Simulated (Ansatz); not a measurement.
# LaLuF2: the cost of one run

Program: Ansatz 0.2.0. Level of theory: DFT PBE, scalar-relativistic, plane waves, PAW. These are calculated values, not measurements.

## (1) The system as given

The structure is monoclinic, space group C2/m (No. 12). Conventional cell: a = 6.365 Å, b = 3.331 Å, c = 7.283 Å, α = 90.00°, β = 101.93°, γ = 90.00°. La (site symmetry 2/m) has 4 F at 2.22 Å as nearest neighbours. Lu (site symmetry 2/m) has 2 F at 2.40 Å as nearest neighbours. F (site symmetry m) has 2 La at 2.22 Å and 1 Lu at 2.40 Å as nearest neighbours.

Coordinates:

```cif
data_structure
_symmetry_space_group_name_H-M 'C2/m'
_symmetry_Int_Tables_number 12
_cell_length_a 6.3651
_cell_length_b 3.3307
_cell_length_c 7.2835
_cell_angle_alpha 90.000
_cell_angle_beta 101.931
_cell_angle_gamma 90.000
_cell_volume 151.07
loop_
_atom_site_label
_atom_site_type_symbol
_atom_site_symmetry_multiplicity
_atom_site_Wyckoff_symbol
_atom_site_fract_x
_atom_site_fract_y
_atom_site_fract_z
_atom_site_occupancy
La1 La 2 d 0.00000 0.50000 0.50000 1
Lu1 Lu 2 a 0.00000 0.00000 0.00000 1
F1 F 4 i 0.60099 0.50000 0.33562 1
```

A structure generator made this guess: species swapped into a database cell of MnAgO2 (C2/m, No. 12), with La on the Mn sites, Lu on the Ag sites and F on the O sites. Its size is a rough estimate.

## (2) Probe: one point on a coarse mesh

File input.yaml:

```yaml
crystal:
  lattice:
    - [3.18253305, -1.66534816, 0.0]
    - [3.18253305, 1.66534816, 0.0]
    - [-1.5057914, 0.0, 7.12611989]
  atoms:
    - { symbol: La, position: [0.5, 0.5, 0.5] }
    - { symbol: Lu, position: [0.0, 0.0, 0.0] }
    - { symbol: F, position: [0.10099106, 0.10099106, 0.33561695] }
    - { symbol: F, position: [0.89900894, 0.89900894, 0.66438305] }
basis:
  ecutwfc: 420
kpoints:
  mp_grid: { grid: [6, 6, 4] }
hamiltonian:
  xc: pbe
scf:
  occupations: { method: gaussian, width: 0.1 }
  lower_state_search: "off"
output:
  forces: true
  stress: true
  eigenvalues: true
```

Run with:

```bash
$ ansatz run input.yaml --threads 1 --pin off --max-ram 2560MiB --backend cpu --events-out ev --progress --plain --runs-dir out
```

Q: Estimate wall time and peak memory on 1 thread of Intel Xeon at 2.70GHz, shared host.

About 8.7 s, with a peak of 0.44 GiB.
